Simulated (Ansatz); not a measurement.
# Cd4Se3S: the cost of one run

Method: DFT PBE, scalar-relativistic, plane waves, PAW, in Ansatz 0.2.0.

### Step 1. Starting point

The structure is tetragonal, space group I-42m (No. 121). Conventional cell: a = 6.129 Å, b = 6.129 Å, c = 12.251 Å, α = 90.00°, β = 90.00°, γ = 90.00°. Cd (site symmetry m) has 1 S at 2.58 Å and 3 Se at 2.68 to 2.69 Å in its first shell of neighbours. Se (site symmetry -42m) is surrounded by 4 Cd at 2.69 Å. Se (site symmetry -4) has 4 Cd at 2.68 Å in its first shell of neighbours. S (site symmetry -42m) has 4 Cd at 2.58 Å in its first shell of neighbours.

Structure file:

```cif
data_structure
_symmetry_space_group_name_H-M 'P 1'
_symmetry_Int_Tables_number 1
_cell_length_a 7.5032
_cell_length_b 7.5032
_cell_length_c 7.5032
_cell_angle_alpha 131.792
_cell_angle_beta 131.792
_cell_angle_gamma 70.558
_cell_volume 230.06
loop_
_atom_site_label
_atom_site_type_symbol
_atom_site_fract_x
_atom_site_fract_y
_atom_site_fract_z
_atom_site_occupancy
Cd1 Cd 0.12061 0.12061 0.48522 1
Cd2 Cd 0.87939 0.36461 0.00000 1
Cd3 Cd 0.63539 0.63539 0.51478 1
Cd4 Cd 0.36461 0.87939 0.00000 1
Se1 Se 0.50000 0.50000 0.00000 1
Se2 Se 0.25000 0.75000 0.50000 1
Se3 Se 0.75000 0.25000 0.50000 1
S1 S 0.00000 0.00000 0.00000 1
```

The start is the relaxed end of an invented cell (made as: elements ordered on the sites of the CdS type, S/Se on S (I-42m, No. 121)), taken up again for a closer look.

### Step 2. The guess as it stands, on a coarse mesh

input.yaml reads:

```yaml
crystal:
  lattice:
    - [-3.0642918, 3.0642918, 6.1252556]
    - [3.0642918, -3.0642918, 6.1252556]
    - [3.0642918, 3.0642918, -6.1252556]
  atoms:
    - { symbol: Cd, position: [0.120613, 0.120613, 0.485221] }
    - { symbol: Cd, position: [0.879387, 0.364608, 0.0] }
    - { symbol: Cd, position: [0.635392, 0.635392, 0.514779] }
    - { symbol: Cd, position: [0.364608, 0.879387, 0.0] }
    - { symbol: Se, position: [0.5, 0.5, 0.0] }
    - { symbol: Se, position: [0.25, 0.75, 0.5] }
    - { symbol: Se, position: [0.75, 0.25, 0.5] }
    - { symbol: S, position: [0.0, 0.0, 0.0] }
basis:
  ecutwfc: 420
kpoints:
  mp_grid: { grid: [4, 4, 4] }
hamiltonian:
  xc: pbe
scf:
  occupations: { method: gaussian, width: 0.1 }
  lower_state_search: "off"
output:
  forces: true
  stress: true
  eigenvalues: true
```

On the command line:

```console
$ ansatz run input.yaml --threads 4 --pin off --max-ram 8192MiB --backend cpu --events-out ev --progress --plain --runs-dir out
```

What time and memory should one allow on 4 threads of Arm Neoverse V2, shared host?

About 5.5 s, with a peak of 0.77 GiB.
